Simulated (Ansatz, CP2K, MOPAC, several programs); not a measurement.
Energy against volume for BaZrO3 (cubic perovskite), at fixed shape and fractional coordinates, computed by several methods (PBE and r2SCAN, where shown, with plane waves in Ansatz); the cell shown is that of r2SCAN. Space group Pm-3m (No. 221), cubic; a = 4.205 Å in the conventional setting, 14.87 Å³ an atom. Ba has 12 O at 2.97 Å; Zr has 6 O at 2.10 Å; O has 2 Zr at 2.10 Å and 4 Ba at 2.97 Å. Calculated for a static, non-magnetic cell. Energies count from each curve's lowest point; fits are third-order Birch-Murnaghan.

```
CELL_PARAMETERS angstrom
4.20536 0.00000 0.00000
0.00000 4.20536 0.00000
0.00000 0.00000 4.20536
ATOMIC_POSITIONS crystal
Ba 0.00000 0.00000 0.00000
Zr 0.50000 0.50000 0.50000
O 0.50000 0.50000 0.00000
O 0.50000 0.00000 0.50000
O 0.00000 0.50000 0.50000
```

PBE/DZVP (CP2K), on the shape of the cell shown:

| V (Å³/atom) | E (meV/atom) |
| --- | --- |
| 13.089 | 176.78 |
| 13.982 | 49.86 |
| 14.874 | 0.00 |
| 15.767 | 6.13 |
| 16.659 | 52.99 |

V₀ = 15.20 Å³ an atom and B₀ = 151 GPa.

PM7 (MOPAC), on the shape of the cell shown, as a cluster of 40 atoms at the zone centre:
```
V (Å³/atom)  E (meV/atom)
     13.089        199.96
     13.982         40.25
     14.874          0.00
     15.767         43.60
     16.659        121.64
```
The points scatter about the fit by more than 0.3 meV an atom, so no fit is quoted.

Q: PBE, on the shape of its own relaxed cell, gives
```
V (Å³/atom)  E (meV/atom)
     14.201         28.34
     14.655          6.73
     15.108          0.00
     15.561          5.99
     16.014         22.83
```
What equilibrium volume and bulk modulus follow?

A: V₀ = 15.11 Å³ an atom and B₀ = 149 GPa.

light PBE (260 eV and a coarse mesh), on the shape of the cell shown:
```tsv
V (Å³/atom)	E (meV/atom)
13.684	98.49
14.279	24.84
14.874	0.00
15.469	33.78
16.064	100.14
16.659	75.40
```
The points scatter about the fit by more than 0.3 meV an atom, since at so low a cutoff the number of plane waves jumps with the volume, so no fit is quoted.

Q: PBE/SZV (CP2K), on the shape of the cell shown, gives
```
V (Å³/atom)  E (meV/atom)
     13.089        326.51
     13.982        135.29
     14.874         34.71
     15.767          0.00
     16.659         13.28
```
What equilibrium volume and bulk modulus follow?

A: V₀ = 15.93 Å³ an atom and B₀ = 144 GPa.
